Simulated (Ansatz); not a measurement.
# ErAlS2: the cost of one run

Program: Ansatz 0.2.0. Level of theory: DFT PBE, scalar-relativistic, plane waves, PAW; 4f electrons in the core of a trivalent norm-conserving potential. These are calculated values, not measurements.

2 further runs of the same task are left out: 1 that didn't finish, 1 set aside as unsound or not needed.

## Step 1: Starting point

It takes space group P-6m2 (No. 187, hexagonal). The conventional cell has a = 3.929 Å, b = 3.929 Å, c = 5.289 Å, α = 90.00°, β = 90.00°, γ = 120.00°. Around Er (site symmetry -6m2) lie 6 S at 2.62 Å. Al (site symmetry -6m2) has 6 S at 2.63 Å in its first shell of neighbours. S (site symmetry 3m) is surrounded by 3 Er at 2.62 Å and 3 Al at 2.63 Å and 2 S at 2.64 to 2.65 Å.

Coordinates:

```cif
data_structure
_symmetry_space_group_name_H-M 'P 1'
_symmetry_Int_Tables_number 1
_cell_length_a 3.9290
_cell_length_b 3.9290
_cell_length_c 5.2886
_cell_angle_alpha 90.000
_cell_angle_beta 90.000
_cell_angle_gamma 120.000
_cell_volume 70.70
loop_
_atom_site_label
_atom_site_type_symbol
_atom_site_fract_x
_atom_site_fract_y
_atom_site_fract_z
_atom_site_occupancy
Er1 Er 0.33333 0.66667 0.00000 1
Al1 Al 0.66667 0.33333 0.50000 1
S1 S 0.00000 0.00000 0.75048 1
S2 S 0.00000 0.00000 0.24952 1
```

Recipe of the guess: species swapped into a database cell of Co2SbTe (P-6m2, No. 187), with S on the Co sites, Al on the Sb sites and Er on the Te sites. Lengths come from tabulated atomic sizes and are only a guess.

## Step 2: The guess as it stands, on a coarse mesh

Input file input.yaml:

```yaml
crystal:
  lattice:
    - [3.9289809, 0.0, 0.0]
    - [-1.96449045, 3.40259727, 0.0]
    - [0.0, 0.0, 5.28862666]
  atoms:
    - { symbol: Er, position: [0.33333333, 0.66666667, 0.0] }
    - { symbol: Al, position: [0.66666667, 0.33333333, 0.5] }
    - { symbol: S, position: [0.0, 0.0, 0.75048202] }
    - { symbol: S, position: [0.0, 0.0, 0.24951798] }
basis:
  ecutwfc: 770
kpoints:
  mp_grid: { grid: [6, 6, 4] }
hamiltonian:
  xc: pbe
  pseudopotentials:
    kind: paw
    azcp: { Er: "pseudopotentials/pbe/nc/lanthanide_3plus/Er.nc.azcp" }
scf:
  occupations: { method: gaussian, width: 0.1 }
  lower_state_search: "off"
output:
  forces: true
  stress: true
  eigenvalues: true
```

Started as:

```sh
$ ansatz run input.yaml --threads 1 --pin off --max-ram 2560MiB --backend cpu --events-out ev --progress --plain --runs-dir out
```

Q: Estimate wall time and peak memory on 1 thread of Intel Xeon at 2.50GHz (Skylake/Cascade Lake), shared host.

About 10 s, with a peak of 0.36 GiB.
